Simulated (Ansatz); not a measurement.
# HSe2O− (SMILES [Se-]O[SeH]): functionals against CCSD(T) at one geometry

The atoms stand at a structure displaced at random from a GFN2-xTB minimum. How far do the functionals agree with CCSD(T) there?

Computed with Ansatz 0.2.0, Gaussian basis. Level: single points in def2-TZVPPD.

Correlated methods freeze the cores. Filled d shells of the heavier atoms are correlated.

## (1) Starting geometry

SMILES `[Se-]O[SeH]`, 4 atoms, charge -1, spin multiplicity 1.

Atoms are counted from 1 here; the program's logs count them from 0.

Bond lengths: Se1–O2 1.885 Å, O2–Se3 1.865 Å, Se3–H4 1.479 Å. Angles: Se1–O2–Se3 122.1°, O2–Se3–H4 95.4°.

Geometry (Å):

```xyz
4
HOSe2
Se   -1.97710   -0.10050    0.76800
O    -0.11800    0.16380    0.93550
Se    1.10150   -0.59380   -0.25530
H     0.86430    0.38390   -1.33890
```

## (2) CCSD(T)/def2-TZVPPD

run/in.yaml

```yaml
crystal:
  periodic: [false, false, false]
  atoms:
    - {symbol: Se, position_ang: [-1.977100, -0.100500, 0.768000]}
    - {symbol: O, position_ang: [-0.118000, 0.163800, 0.935500]}
    - {symbol: Se, position_ang: [1.101500, -0.593800, -0.255300]}
    - {symbol: H, position_ang: [0.864300, 0.383900, -1.338900]}
basis:
  gaussian: {orbitals: "def2-TZVPPD.json"}
total_charge: -1
correlation: {method: ccsd_t}
output: {forces: true}
```

The basis file named in the input lies beside it (Basis Set Exchange, JSON).

No record of the launch command was kept for these runs.

## (3) PBE0-D4/def2-TZVPPD

run/in.yaml: that of step 2 with these lines changed.

```diff
@@ -10,3 +10,3 @@
 total_charge: -1
-correlation: {method: ccsd_t}
-output: {forces: true}
+hamiltonian: {xc: pbe0, dispersion: d4}
+output: {forces: true, orbitals: {seedname: orbitals}}
```

## (4) wB97M-V/def2-TZVPPD

run/in.yaml: that of step 3 with these lines changed.

```diff
@@ -10,3 +10,3 @@
 total_charge: -1
-hamiltonian: {xc: pbe0, dispersion: d4}
-output: {forces: true, orbitals: {seedname: orbitals}}
+hamiltonian: {xc: {name: wB97M-V}}
+output: {forces: true}
```

## (5) r2SCAN-D4/def2-TZVPPD

run/in.yaml: that of step 4 with these lines changed.

```diff
@@ -10,3 +10,3 @@
 total_charge: -1
-hamiltonian: {xc: {name: wB97M-V}}
+hamiltonian: {xc: r2scan, dispersion: d4}
 output: {forces: true}
```

## (6) PBE-D4/def2-TZVPPD

run/in.yaml: that of step 5 with these lines changed.

```diff
@@ -10,3 +10,3 @@
 total_charge: -1
-hamiltonian: {xc: r2scan, dispersion: d4}
+hamiltonian: {xc: pbe, dispersion: d4}
 output: {forces: true}
```

## (7) wB97X-V/def2-TZVPPD

run/in.yaml: that of step 6 with these lines changed.

```diff
@@ -10,3 +10,3 @@
 total_charge: -1
-hamiltonian: {xc: pbe, dispersion: d4}
+hamiltonian: {xc: {name: wB97X-V}}
 output: {forces: true}
```

## (8) LC-wPBE/def2-TZVPPD

run/in.yaml: that of step 7 with these lines changed.

```diff
@@ -10,3 +10,3 @@
 total_charge: -1
-hamiltonian: {xc: {name: wB97X-V}}
+hamiltonian: {xc: {name: LC-wPBE}}
 output: {forces: true}
```

(Steps that only read results are left out.)

**Question.** What will these runs give? Wanted: RMS force component; RMS force error; HOMO and LUMO, PBE0-D4; T1 diagnostic.

The runs gave:

| quantity | value |
| --- | --- |
| RMS force component | 0.185 to 0.846 eV/Å over the methods |
| RMS force error | PBE0-D4 0.182, wB97M-V 0.183, r2SCAN-D4 0.289, PBE-D4 0.455, wB97X-V 0.243, LC-wPBE 0.378 eV/Å |
| HOMO and LUMO, PBE0-D4 | -0.39 and 2.28 eV |
| T1 diagnostic | 0.017 |

What this shows: The forces of PBE0-D4 come nearest to CCSD(T), those of PBE-D4 are farthest. Frozen-core CCSD(T) forces in triple zeta carry basis errors of their own, and this is one geometry, so small gaps rank nothing.
